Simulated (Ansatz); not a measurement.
# La2TaO2: the cost of one run

Computed with Ansatz 0.2.0 (DFT PBE, scalar-relativistic, plane waves, PAW, unless a step's input says otherwise).

## (1) Starting point

Symmetry: P6/mmm, No. 191, hexagonal system. The conventional cell has a = 5.492 Å, b = 5.492 Å, c = 4.586 Å, α = 90.00°, β = 90.00°, γ = 120.00°. La (site symmetry -6m2) is surrounded by 2 O at 2.29 Å. Ta (site symmetry 6/mmm) has 6 La at 3.17 Å in its first shell of neighbours. Around O (site symmetry -6m2) lie 2 La at 2.29 Å.

As a file:

```xyz
5
Lattice="5.4917 0.0000 0.0000 -2.7459 4.7560 0.0000 0.0000 0.0000 4.5857" Properties=species:S:1:pos:R:3 pbc="T T T"
La    0.0000    3.1707    0.0000
La    2.7459    1.5853    0.0000
Ta    0.0000    0.0000    0.0000
O     0.0000    3.1707    2.2928
O     2.7459    1.5853    2.2928
```

Recipe of the guess: random cell by space group and Wyckoff sites (P6/mmm, No. 191). The dimensions are guesses.

## (2) Probe: one point on a coarse mesh

The input, input.yaml:

```yaml
crystal:
  lattice:
    - [5.49173174, 0.0, 0.0]
    - [-2.74586587, 4.7559792, 0.0]
    - [0.0, 0.0, 4.58565126]
  atoms:
    - { symbol: La, position: [0.33333333, 0.66666667, 0.0] }
    - { symbol: La, position: [0.66666667, 0.33333333, 0.0] }
    - { symbol: Ta, position: [0.0, 0.0, 0.0] }
    - { symbol: O, position: [0.33333333, 0.66666667, 0.5] }
    - { symbol: O, position: [0.66666667, 0.33333333, 0.5] }
basis:
  ecutwfc: 420
kpoints:
  mp_grid: { grid: [6, 6, 4] }
hamiltonian:
  xc: pbe
scf:
  occupations: { method: gaussian, width: 0.1 }
  lower_state_search: "off"
output:
  forces: true
  stress: true
  eigenvalues: true
```

The run is started by

```bash
> ansatz run input.yaml --threads 1 --pin off --max-ram 2560MiB --backend cpu --events-out ev --progress --plain --runs-dir out
```

**Question.** How long does this run take on 1 thread of AMD EPYC (Zen 3), shared host, and how much memory does it need?

About 8.2 s, with a peak of 0.44 GiB.
